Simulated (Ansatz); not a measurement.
# C2H5AlS: one species, many methods

One table from this session's results is given with a row withheld; the runs are named, their logs left out.

Computed with Ansatz 0.2.0, Gaussian basis. Level: functionals in def2-TZVPP, the program's frozen cores in correlated methods.

The runs, in order: LDA (SPW92), PBE-D4, revPBE-D4, BLYP-D4, r2SCAN-D4, B97M-V, PBE0-D4, B3LYP-D4, r2SCANh-D4, r2SCAN0-D4, HSE06-D4, BHLYP-D4, CAM-B3LYP-D4, LC-ωPBE, ωB97X-V, ωB97M-V, B2PLYP, PBE-QIDH; CCSD(T)/def2-SVP; CCSD(T)/def2-TZVPP; MP2/def2-QZVPP; extrapolation to the limit; RPA on PBE.

**The geometry**

An earlier PBE0-D4 in a triple-zeta def2 set relaxation fixed the geometry.

9 atoms, charge 0, spin multiplicity 1.

Atoms are counted from 1 here; the program's logs count them from 0.

Bond lengths: C1–Al2 1.935 Å, C1–H5 1.092 Å, C1–H6 1.093 Å, C1–H7 1.094 Å, Al2–C3 1.914 Å, Al2–S4 2.120 Å, C3–S4 1.912 Å, C3–H8 1.088 Å, C3–H9 1.088 Å. Angles: Al2–C1–H5 111.3°, Al2–C1–H6 111.0°, Al2–C1–H7 110.2°, H5–C1–H6 108.6°, H5–C1–H7 108.1°, H6–C1–H7 107.5°, C1–Al2–C3 154.9°, C1–Al2–S4 148.8°, C3–Al2–S4 56.3°, Al2–C3–S4 67.3°, Al2–C3–H8 123.0°, Al2–C3–H9 122.9°, S4–C3–H8 110.9°, S4–C3–H9 110.9°, H8–C3–H9 111.0°, Al2–S4–C3 56.4°.

As a file:

```xyz
9
C2H5AlS
C    -0.3630    1.5285   -0.9537
Al    0.0300   -0.1997   -0.1783
C     0.3730   -1.4184    1.2574
S     0.4351   -2.2615   -0.4577
H    -0.6553    1.4360   -2.0013
H    -1.1686    2.0275   -0.4096
H     0.5182    2.1742   -0.9025
H     1.3360   -1.4868    1.7581
H    -0.4171   -1.8459    1.8705
```

Set-up of the first run:

The input, in.yaml:

```yaml
crystal:
  periodic: [false, false, false]
  atoms:
    - {symbol: C, position_ang: [-0.363028, 1.528533, -0.953707]}
    - {symbol: Al, position_ang: [0.030011, -0.199727, -0.178283]}
    - {symbol: C, position_ang: [0.372998, -1.418441, 1.257389]}
    - {symbol: S, position_ang: [0.435136, -2.261513, -0.457688]}
    - {symbol: H, position_ang: [-0.655255, 1.435966, -2.001323]}
    - {symbol: H, position_ang: [-1.168574, 2.027466, -0.409577]}
    - {symbol: H, position_ang: [0.518183, 2.174157, -0.902467]}
    - {symbol: H, position_ang: [1.336010, -1.486840, 1.758139]}
    - {symbol: H, position_ang: [-0.417083, -1.845900, 1.870518]}
basis:
  gaussian: {orbitals: def2-TZVPP}
hamiltonian: {xc: lda}
output: {orbitals: {seedname: orbitals}}
```

On the command line:

```sh
$ ansatz run in.yaml --threads 2 --pin off --events-out ev --progress --plain --max-ram 4352MiB
```

Steps of the session up to this table: LDA; PBE-D4 (GGA); revPBE-D4 (GGA); BLYP-D4 (GGA); r2SCAN-D4 (meta-GGA); B97M-V (meta-GGA); PBE0-D4 (hybrid); B3LYP-D4 (hybrid); r2SCANh-D4 (hybrid); r2SCAN0-D4 (hybrid); HSE06-D4 (hybrid); BHLYP-D4 (hybrid); CAM-B3LYP-D4 (range-separated); LC-ωPBE (range-separated); ωB97X-V (range-separated); ωB97M-V (range-separated); B2PLYP (double hybrid); PBE-QIDH (double hybrid).

One table of the session follows, with a row left open; its other results are not shown here.

It belongs to the step «Frontier levels by functional». 

```
  functional  HOMO (eV)  gap (eV)
 LDA (SPW92)      -5.65      3.95
      PBE-D4      -5.52      4.05
   revPBE-D4      -5.46      4.10
     BLYP-D4      -5.35      3.99
   r2SCAN-D4      -5.73      4.59
      B97M-V      -5.75      4.48
     PBE0-D4      -6.64      5.93
    B3LYP-D4      -6.42      5.50
  r2SCANh-D4      -6.15      5.26
  r2SCAN0-D4          ?         ?
    HSE06-D4      -6.25      5.17
    BHLYP-D4      -7.65      7.69
CAM-B3LYP-D4      -7.93      8.14
     LC-ωPBE      -9.27     10.57
     ωB97X-V      -8.92     10.09
     ωB97M-V      -8.76      9.60
```

Q: Estimate the row for r2SCAN0-D4 from the others.

Worked estimate for «HOMO (eV)». Against the share of exact exchange, r2SCAN-D4 (0, -5.73), r2SCANh-D4 (0.1, -6.15) give a slope of -4.20 per unit share; at 0.25 the line stands at -6.78.

The run gave: HOMO (eV): -6.79; gap (eV): 6.26. In «HOMO (eV)» the line misses by +0.01.
